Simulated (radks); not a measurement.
**Xe⁴⁺ in [Kr] 4d10 5s2 5p2: an all-electron calculation**

Wanted: eigenvalues, radial structure and energy terms of the xenon ion Xe4+.

Method: scalar-relativistic Kohn-Sham, LDA (Slater exchange, Perdew-Wang correlation), spin-polarised, spherical densities, finite nucleus; open shells are filled with parallel spins first. Code: radks (a radial shooting solver on a logarithmic mesh, Libxc functionals) version 1.

## Step 1: What is computed

```
element            : xenon (Z = 54)
charge             : +4
electrons          : 50
configuration      : [Kr] 4d10 5s2 5p2
nuclear rms radius : 4.7859 fm
```

Outer shells as boxes (Hund's rule):

Xe⁴⁺
```
[Kr] core
4d [↑↓][↑↓][↑↓][↑↓][↑↓]
5s [↑↓]
5p [↑ ][↑ ][  ]
```

## Step 2: Self-consistent calculation

Settings of this run:

```text
Z 54
configuration [Kr] 4d10 5s2 5p2
relativity scalar-relativistic
functional lda,pw
spin polarised
nucleus finite rms 4.7859 fm
c 137.035999084
```

Q: Predict the outcome of this run.

The runs gave:

| quantity | value |
| --- | --- |
| total energy | -7437.11781 hartree |
| exchange-correlation share of it | 2.41 % |
| −T/E | 1.0513 |
| highest occupied level | 5p up, -48.929 eV |
| most extended occupied level | 5p up, <r> = 1.93 bohr |
| radius at density 0.001 e/bohr³ | 3.41 bohr |
| maxima of the radial density | 4 |
| ionisation energy, NIST | 54.1 (semi-emp.) eV |

**Reading.** The radial density shows 4 maxima for 5 occupied principal shells; where shells overlap, one shows as a shoulder or not at all. −T/E is 1.051: with relativity the kinetic term as defined here no longer equals −E. The top level binds by 48.929 eV, 90 % of the NIST ionisation energy of 54.1 eV. Open shells are spherical and high-spin; term and fine-structure splittings are not resolved. Spin-orbit splitting is averaged out at the scalar-relativistic level.
